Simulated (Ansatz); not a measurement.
A run of Ansatz 0.2.0 is set up as follows.

File input.yaml:

```yaml
crystal:
  lattice:
    - [4.865622, 0.0, 0.0]
    - [0.0, 4.865622, 0.0]
    - [0.0, 0.0, 4.865622]
  atoms:
    - { symbol: Te, position: [0.0, 0.0, 0.0] }
    - { symbol: Sn, position: [0.0, 0.5, 0.5] }
    - { symbol: Sn, position: [0.5, 0.0, 0.5] }
    - { symbol: Sn, position: [0.5, 0.5, 0.0] }
hamiltonian:
  xc: pbesol
  pseudopotentials: { kind: nc, accuracy: stringent }
kpoints:
  mp_grid: { grid: [6, 6, 6] }
  band_path:
    path:
      - [[0.0, 0.0, 0.0], [0.0, 0.5, 0.0], [0.5, 0.5, 0.0], [0.0, 0.0, 0.0], [0.5, 0.5, 0.5], [0.0, 0.5, 0.0]]
      - [[0.5, 0.5, 0.0], [0.5, 0.5, 0.5]]
    npoints: 14
scf:
  occupations: { method: fermi_dirac, width: 0.05 }
  n_extra_bands: 10
output:
  forces: true
  stress: true
  eigenvalues: true
  fatbands: false
```

Potentials or basis: PseudoDojo stringent (PBEsol files).

The run is started by

```console
$ ansatz run input.yaml --threads 2 --pin off --max-ram 5632MiB --backend cpu --events-out ev --progress --plain --runs-dir out
```

Problem. Estimate the band gap on the k mesh.

Solution. None (metal or under the smearing width).

Problem. Estimate the pressure.

Solution. -2.3 GPa.

Levels at the corners of the path, in eV from the Fermi level:
```
point  band 43  band 44  band 45  band 46  band 47  band 48
    Γ    -4.19     0.42     0.42     0.42     1.92     1.92
    X    -1.73    -1.73    -1.51    -0.35     1.86     2.09
    M    -1.93    -1.91    -0.71    -0.10    -0.10     0.11
    Γ    -4.19     0.42     0.42     0.42     1.92     1.92
    R    -5.18    -4.32     2.84     2.84     2.84     5.36
    X    -1.73    -1.73    -1.51    -0.35     1.86     2.09
    M    -1.93    -1.91    -0.71    -0.10    -0.10     0.11
    R    -5.18    -4.32     2.84     2.84     2.84     5.36
```

Caveat: spin-orbit coupling is left out, which moves the levels of the heavy elements.
